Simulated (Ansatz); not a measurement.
## Sn3Te in Ansatz: the effect of target pressure

Crystal: Sn3Te.

```
CELL_PARAMETERS angstrom
4.86562 0.00000 0.00000
0.00000 4.86562 0.00000
0.00000 0.00000 4.86562
ATOMIC_POSITIONS crystal
Te 0.00000 0.00000 0.00000
Sn 0.00000 0.50000 0.50000
Sn 0.50000 0.00000 0.50000
Sn 0.50000 0.50000 0.00000
```

The cell comes from a database or a generator and needn't be the stable form of this composition.

Alike in all runs:

| Property | Result |
| --- | --- |
| Program | Ansatz 0.2.0 |
| Task | relaxation of cell and atoms |
| Functional | PBEsol |
| Potentials or basis | Ansatz PAW |
| Cutoff | 420 eV (not typed: the program's choice for these potentials) |
| k mesh | 6 × 6 × 6 |
| Occupations | fermi-dirac, width 0.05 eV |
| Spin | no spin polarisation |

Each run relaxes the cell or the atoms first.

```csv
target pressure,relaxed volume (Å³/atom)
0 GPa,27.36
2 GPa,?
5 GPa,25.17
10 GPa,23.71
20 GPa,21.68
30 GPa,20.29
```

Task: What does the run with target pressure 2 GPa give?

Result: Relaxed volume 26.35 Å³/atom.

Worked out: In Murnaghan's law V^(-B') rises as a straight line in P. The other rows fit best with B' = 4.2, V0 = 27.38 Å³/atom and B0 = 50 GPa, which gives 26.39 Å³/atom at 2 GPa, against the run's 26.35.

Caveats: the plane-wave basis is chosen anew once the cell has moved, so the energies of steps on either side of that aren't comparable; the PAW data sets come from PBE, with cores solved anew for the run's functional, which leaves a small shift of forces and pressure; the volume moved by over 15 % at a fixed basis, so the end points are rough (some runs).
